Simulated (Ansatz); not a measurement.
# SbH₂ (quartet): from Hartree-Fock to the top rungs, def2-SVPD

One table from this session's results is given with a row withheld; the runs are named, their logs left out.

Program: Ansatz 0.2.0, Gaussian basis. Level of theory: def2-SVPD, core rule «outside noble gas», up to 9 orbitals frozen. These are calculated values, not measurements.

The runs, in order: UHF; CCSD(T) on ROHF; CCSD(T) on UHF; BCCD(T) on ROHF; CISD as a restricted active space (open shells left free, so some higher excitations enter); CCSDT(Q) on ROHF; CCSDT(Q) on UHF; CASSCF and MRCISD+Q, 7 electrons in 6 orbitals; CASSCF and NEVPT2, 7 electrons in 6 orbitals.

21 further runs of the same task are left out: 10 that didn't finish, 11 set aside as unsound or not needed. Runs told in other sessions of the task aren't counted.

**The geometry**

The geometry is a PBE0/def2-TZVPD stationary point (not a proven minimum) of the parent state, kept for this charge and spin. No spin-orbit coupling is included. Elements past krypton take def2 core potentials.

3 atoms, charge 0, spin multiplicity 4.

Atoms are counted from 1 here; the program's logs count them from 0.

Bond lengths: Sb1–H2 2.111 Å, Sb1–H3 2.111 Å. Angles: H2–Sb1–H3 180.0°.

Geometry (Å):

```xyz
3

Sb    0.0000    0.0000    0.0000
H     0.0000    0.0000   -2.1109
H     0.0000    0.0000    2.1109
```

Set-up of the first run:

Input file in.yaml:

```yaml
crystal:
  periodic: [false, false, false]
  atoms:
    - {symbol: Sb, position_ang: [0.000000, 0.000000, 0.000000]}
    - {symbol: H, position_ang: [0.000000, 0.000000, -2.110900]}
    - {symbol: H, position_ang: [0.000000, 0.000000, 2.110900]}
basis:
  gaussian: {orbitals: def2-SVPD}
magnetization: {spin_polarized: true, initial_magnetization: 3}
hamiltonian: {xc: hf}
output: {orbitals: {seedname: orbitals}}
```

Command:

```
$ ansatz run in.yaml --threads 1 --pin off --events-out ev --progress --plain --max-ram 2393MiB
```

Among the steps run: UHF; CCSD(T) on ROHF; CCSD(T) on UHF; BCCD(T) on ROHF; CISD as a restricted active space (open shells left free, so some higher excitations enter); CCSDT(Q) on ROHF; CCSDT(Q) on UHF; CASSCF and MRCISD+Q, 7 electrons in 6 orbitals; CASSCF and NEVPT2, 7 electrons in 6 orbitals.

One table of the session follows, with a row left open; its other results are not shown here.

It belongs to the step «Misses and costs». 

| method | from UCCSDT(Q) (kcal/mol) |
| --- | --- |
| ROHF | +76.98 |
| UHF | +65.23 |
| RMP2 | +18.76 |
| UMP2 | +21.28 |
| CISD | +5.63 |
| RCCSD | +3.42 |
| UCCSD | +2.84 |
| RCCSD(T) | +1.10 |
| UCCSD(T) | +0.81 |
| BCCD(T) | ? |
| RCCSDT | +0.45 |
| UCCSDT | +0.08 |
| RCCSDT(Q) | +0.37 |
| UCCSDT(Q) | 0 |
| CASSCF valence | +51.37 |
| NEVPT2 valence | +12.21 |
| MRCISD valence | +2.99 |
| MRCISD+Q valence | +0.14 |

Estimate the missing values for BCCD(T).

The run gave: from UCCSDT(Q) (kcal/mol): +1.15. In the column «from UCCSDT(Q) (kcal/mol)» it lies between RCCSD(T) (+1.10) and UCCSD (+2.84).

The ROHF row is the lowest such solution found; the determinant under the restricted MP2 and coupled-cluster rows lies 0.03 eV higher.

To keep in mind: Restricted and unrestricted rows rest on different reference determinants; a gap between their highest levels can come from leftover correlation error, from unlike frozen cores or from another state.
